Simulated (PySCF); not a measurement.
**RuNCl: relaxation and vibrations of the quintet**

Aim: relax RuNCl as a quintet from a bent start, check by its vibrations whether the end is a minimum, and collect its spectrum and constants.

Computed with PySCF 2.14.0. Level: PBE0, basis Ru def2-TZVP with ECP28, N def2-TZVP, Cl def2-TZVP, scalar-relativistic core potentials, no spin–orbit coupling, density fitting.

## Step 1: Starting geometry

3 atoms, charge 0, spin multiplicity 5.

Bond lengths: Ru1–N2 1.740 Å, Ru1–Cl3 2.240 Å. Angles: N2–Ru1–Cl3 110.0°.

Coordinates in bohr (charge 0 multiplicity 5):
```
Ru    0.0000    0.0000    0.0000
N    -2.6934    0.0000    1.8859
Cl    3.4675    0.0000    2.4279
```

## Step 2: First SCF at the start

One driver script runs all steps and calls PySCF; scf.py shows how it sets up the SCF of each step. The optimiser is the driver's own. After this first run the driver tries any further starts and a stability analysis.

The input, scf.py:

```python
from pyscf import gto, scf, dft
mol = gto.M(atom='''
Ru     0.000000     0.000000     0.000000
N     -1.425300     0.000000     0.998000
Cl     1.834900     0.000000     1.284800''',
    basis={'Ru': 'def2-TZVP', 'N': 'def2-TZVP', 'Cl': 'def2-TZVP'},
    ecp={'Ru': 'def2-TZVP'},
    charge=0, spin=4)
mf = dft.UKS(mol, xc='PBE0')
mf.grids.atom_grid = (50, 194)
aux = {'Ru': 'def2-universal-JKFIT', 'N': 'def2-universal-JKFIT', 'Cl': 'def2-universal-JKFIT'}
mf = mf.density_fit(auxbasis=aux)
mf.conv_tol = 1e-08
mf.diis_space = 10
mf.max_cycle = 60
mf.init_guess = 'minao'
mf.verbose = 4
mf.kernel()
```

Command:

```console
> OMP_NUM_THREADS=4 python axn.py task.json out
```

What it wrote:

```text
init E= -601.701019222953
[... the frontier-level lines of each cycle are left out ...]
cycle= 1 E= -608.730241482562  delta_E= -7.03  |g|= 1.42  |ddm|= 3.07
cycle= 2 E= -600.946741617884  delta_E= 7.78  |g|= 3.17  |ddm|= 5.22
cycle= 3 E= -608.707711073545  delta_E= -7.76  |g|= 1.31  |ddm|= 5.22
cycle= 4 E= -609.229721284291  delta_E= -0.522  |g|= 0.806  |ddm|= 0.866
cycle= 5 E= -609.55162355076  delta_E= -0.322  |g|= 0.241  |ddm|= 0.689
cycle= 6 E= -609.578286840452  delta_E= -0.0267  |g|= 0.125  |ddm|= 0.277
cycle= 7 E= -609.582780542338  delta_E= -0.00449  |g|= 0.078  |ddm|= 0.0929
cycle= 8 E= -609.584619524446  delta_E= -0.00184  |g|= 0.0527  |ddm|= 0.0487
cycle= 9 E= -609.58564703576  delta_E= -0.00103  |g|= 0.0301  |ddm|= 0.0418
cycle= 10 E= -609.586077924192  delta_E= -0.000431  |g|= 0.00377  |ddm|= 0.0285
cycle= 11 E= -609.586094751029  delta_E= -1.68e-05  |g|= 0.00145  |ddm|= 0.00545
cycle= 12 E= -609.586099088083  delta_E= -4.34e-06  |g|= 0.000897  |ddm|= 0.00304
cycle= 13 E= -609.586101912452  delta_E= -2.82e-06  |g|= 0.000508  |ddm|= 0.00279
cycle= 14 E= -609.586103387501  delta_E= -1.48e-06  |g|= 0.000283  |ddm|= 0.00265
cycle= 15 E= -609.586103749866  delta_E= -3.62e-07  |g|= 0.000168  |ddm|= 0.00127
cycle= 16 E= -609.586103883983  delta_E= -1.34e-07  |g|= 7.43e-05  |ddm|= 0.000795
cycle= 17 E= -609.586103929926  delta_E= -4.59e-08  |g|= 3.93e-05  |ddm|= 0.000583
cycle= 18 E= -609.586103935264  delta_E= -5.34e-09  |g|= 1.81e-05  |ddm|= 0.000167
Extra cycle  E= -609.586103936096  delta_E= -8.33e-10  |g|= 2.25e-05  |ddm|= 5.6e-05
converged SCF energy = -609.586103936096  <S^2> = 6.0313267  2S+1 = 5.012515
```

This step, with its further starts and checks, took 16 s on 4 threads of Arm Neoverse N1, shared host.

Energies from each starting density:

```csv
start,energy (Eh)
the minimal-basis guess,-609.586104
a thermally smeared density,-609.586104
a smeared PBE density,-609.586104
```

No lower solution of this spin turned up from the other starts or in the test of internal stability.

## Step 3: Relaxation: bent start, quintet

The program finds Cs symmetry in the start, which this walk keeps. The walk stops when the largest gradient is under 0.0003 Eh/bohr and the energy has settled too.

scf.py, as its differences from that of step 2:

```diff
@@ -3,3 +3,3 @@
-Ru     0.000000     0.000000     0.000000
-N     -1.425300     0.000000     0.998000
-Cl     1.834900     0.000000     1.284800''',
+Ru    -0.292993     0.000000    -0.390406
+N     -1.718293     0.000000     0.607594
+Cl     1.541907     0.000000     0.894394''',
@@ -16 +15,0 @@
-mf.init_guess = 'minao'
```

The optimiser's trace:

```csv
step,energy (Eh),change (kJ/mol),largest symmetric gradient (Eh/bohr)
0,-609.586104,0.00,0.03721
1,-609.590225,-10.82,0.00557
2,-609.590435,-11.37,0.00237
3,-609.590495,-11.53,0.00055
4,-609.590496,-11.53,0.00010
```

The walk took 12 s.

Positions (Å) and forces (eV/Å) along the way:

```
step 0
Ru  -0.293   0.000  -0.390  -1.603   0.000   1.914
N   -1.718   0.000   0.608   1.820   0.000  -1.544
Cl   1.542   0.000   0.894  -0.217   0.000  -0.369
step 1
Ru  -0.309   0.000  -0.343  -0.072   0.000   0.287
N   -1.706   0.000   0.576   0.039   0.000  -0.183
Cl   1.546   0.000   0.879   0.034   0.000  -0.103
step 2
Ru  -0.309   0.000  -0.324   0.070   0.000   0.019
N   -1.721   0.000   0.563  -0.122   0.000   0.005
Cl   1.560   0.000   0.872   0.052   0.000  -0.024
step 3
Ru  -0.308   0.000  -0.309  -0.029   0.000  -0.005
N   -1.737   0.000   0.554   0.004   0.000  -0.006
Cl   1.575   0.000   0.867   0.024   0.000   0.011
step 4
Ru  -0.308   0.000  -0.308  -0.005   0.000  -0.004
N   -1.738   0.000   0.553  -0.001   0.000   0.001
Cl   1.577   0.000   0.867   0.005   0.000   0.003
```

It settles in Cs symmetry, 11.5 kJ/mol below the start, after 4 steps: Ru–Cl 2.221 Å, Ru–N 1.669 Å; Cl–Ru–N 117.0°.

## Step 4: Vibrations and properties at this point

The point is checked on the finer grid, and tightened if its gradient asks for it. The Hessian and the dipole derivatives come from central differences of analytic gradients, with steps of 0.02 bohr.

scf.py, as its differences from that of step 3:

```diff
@@ -3,3 +3,3 @@
-Ru    -0.292993     0.000000    -0.390406
-N     -1.718293     0.000000     0.607594
-Cl     1.541907     0.000000     0.894394''',
+Ru    -0.304185     0.000000    -0.352884
+N     -1.733557     0.000000     0.509640
+Cl     1.580388     0.000000     0.822954''',
@@ -10 +10 @@
-mf.grids.atom_grid = (50, 194)
+mf.grids.atom_grid = (75, 302)
@@ -13 +13 @@
-mf.conv_tol = 1e-08
+mf.conv_tol = 1e-10
```

This SCF starts from the last density.

SCF at the final geometry:

```text
init E= -609.590575828435
[... the frontier-level lines of each cycle are left out ...]
cycle= 1 E= -609.590575828432  delta_E= 2.96e-12  |g|= 5.69e-06  |ddm|= 5.24e-06
Extra cycle  E= -609.590575828256  delta_E= 1.76e-10  |g|= 2.21e-05  |ddm|= 1.42e-05
converged SCF energy = -609.590575828256  <S^2> = 6.024585  2S+1 = 5.0098244
```

The whole step took 58 s.

Geometry: Cs; Ru–Cl 2.221 Å, Ru–N 1.669 Å; Cl–Ru–N 116.9°.

Modes, for the most abundant isotopes:

```csv
symmetry,ω (cm⁻¹),IR (km/mol)
a',186,4.2
a',405,42.1
a',965,46.1
```

All wavenumbers are real: a minimum.

Constants and moments:

```
Dipole moment                                                   : 2.52 D
Highest occupied level                                          : -6.65 eV
Lowest empty level                                              : -4.47 eV
Rotational constants                                            : 0.7257, 0.1083, 0.09425 cm⁻¹
Zero-point energy                                               : 9.3 kJ/mol
Principal polarisabilities                                      : 37.5, 52.2, 73.4 bohr³
Atomisation energy without zero-point energy                    : 670 kJ/mol
Principal traceless quadrupole moments about the centre of mass : -6.41, 2.62, 3.80 D Å
Entropy at 298.15 K and 1 bar (electronic part: spin only)      : 302.8 J/(mol K)
Heat capacity Cp at 298.15 K                                    : 48.9 J/(mol K)
Enthalpy at 298.15 K above 0 K                                  : 12.35 kJ/mol
Rotational symmetry number                                      : 1
Spin squared ⟨S²⟩                                               : 6.025
```

Populations by atom (charges in e):

```json
{"atom": "Ru1", "Mulliken": "0.82", "Löwdin": "0.25", "polar tensor": "0.83", "spin (Mulliken)": "2.95", "Mayer order to Ru1": "–"}
{"atom": "N2", "Mulliken": "-0.45", "Löwdin": "-0.26", "polar tensor": "-0.35", "spin (Mulliken)": "0.89", "Mayer order to Ru1": "2.36"}
{"atom": "Cl3", "Mulliken": "-0.37", "Löwdin": "0.01", "polar tensor": "-0.47", "spin (Mulliken)": "0.17", "Mayer order to Ru1": "1.02"}
```

Mulliken populations on Ru1 (outside its core potential): s 2.53, p 6.32, d 6.32, f 0.01.

## Step 5: Outcome

```
                                          quantity                                        value
                                           minimum                                  quintet, Cs
                                          geometry  Ru–Cl 2.221 Å, Ru–N 1.669 Å; Cl–Ru–N 116.9°
                                wavenumbers (cm⁻¹)                 186 (a'), 405 (a'), 965 (a')
                                     dipole moment                                       2.52 D
highest occupied, lowest empty level (either spin)                              -6.65, -4.47 eV
                        polar-tensor charge of Ru1                                      +0.83 e
                                 zero-point energy                                   9.3 kJ/mol
                               entropy at 298.15 K                              302.8 J/(mol K)
         atomisation energy (no zero-point energy)                                   670 kJ/mol
                                              ⟨S²⟩                                        6.025
```

The molecule stays Cs, as typed, and the end point is a minimum. The strongest infrared band lies at 965 cm⁻¹ (a', stretch). Most of the spin sits on Ru1 (Mulliken spin 2.95, against 4 for the whole molecule). Other starts or spin states, not run here, may lie lower. One determinant may miss the lowest occupation of an open d or f shell.

The search up to here took 87 s.
